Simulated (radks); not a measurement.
**Hf²⁺ inside a hard spherical wall**

The task here is to estimate one member of a computed series from the others.

Method: scalar-relativistic Kohn-Sham, PBE, spin-polarised, spherical densities, point nucleus; open shells are filled with parallel spins first. Code: radks (a radial shooting solver on a logarithmic mesh, Libxc functionals) version 1.

## The system

```
element       : hafnium (Z = 72)
charge        : +2
electrons     : 70
configuration : [Xe] 4f14 5d2
```

Outer shells as boxes (Hund's rule):

Hf²⁺
```
[Xe] core
4f [↑↓][↑↓][↑↓][↑↓][↑↓][↑↓][↑↓]
5d [↑ ][↑ ][  ][  ][  ]
```

The first run:

Input:

```text
Z 72
configuration [Xe] 4f14 5d2 6s0 6p0 5f0
relativity scalar-relativistic
functional pbe,pbe
spin polarised
nucleus point
c 137.035999084
```

Steps of the session up to this table: The free atom; Wall at 12 bohr; Wall at 10 bohr; Wall at 8 bohr; Wall at 7 bohr; Wall at 6 bohr; Wall at 5 bohr; Wall at 4 bohr; Wall at 3 bohr.

One of the session's tables, all rows but one given; the rest of the session is left out.

| R (bohr) | E − E(free) (eV) | ε(5d) (eV) | ε(5f, empty) (eV) | pressure (GPa) |
| --- | --- | --- | --- | --- |
| free | 0.000 | -17.332 | - | 0 |
| 12 | 0.000 | -17.332 | -4.436 | < 0.0001 |
| 10 | ? | ? | ? | ? |
| 8 | 0.003 | -17.324 | -3.361 | 0.00747 |
| 7 | 0.018 | -17.292 | -2.381 | 0.0563 |
| 6 | 0.101 | -17.158 | -0.541 | 0.405 |
| 5 | 0.521 | -16.658 | 3.058 | 2.89 |
| 4 | 2.657 | -14.856 | 10.748 | 24.0 |
| 3 | 17.098 | -7.356 | 30.481 | 344 |

Estimate the missing values for R (bohr) = 10.

Worked estimate for «E − E(free) (eV)». A straight line through the neighbours (12, 0.000) and (8, 0.003) gives 0.000 + (0.003 − 0.000) × (10 − 12) / (8 − 12) = 0.002; a parabola fitted to 3 rows on both sides gives -0.010.

**Answer.** E − E(free) (eV): 0.000; ε(5d) (eV): -17.332; ε(5f, empty) (eV): -4.185; pressure (GPa): 0.000117. In «E − E(free) (eV)» the line misses by +0.002 and the parabola by -0.010. Between these rows the values bend or scatter more than so simple an estimate can follow.

What this shows: Eigenvalues are for spin up. At the tightest wall, 3 bohr, the energy stands 17.098 eV above the free atom and the pressure, −dE/dV, is 344 GPa. Shells are not refilled when levels cross, and a hard wall is a model, not a crystal.
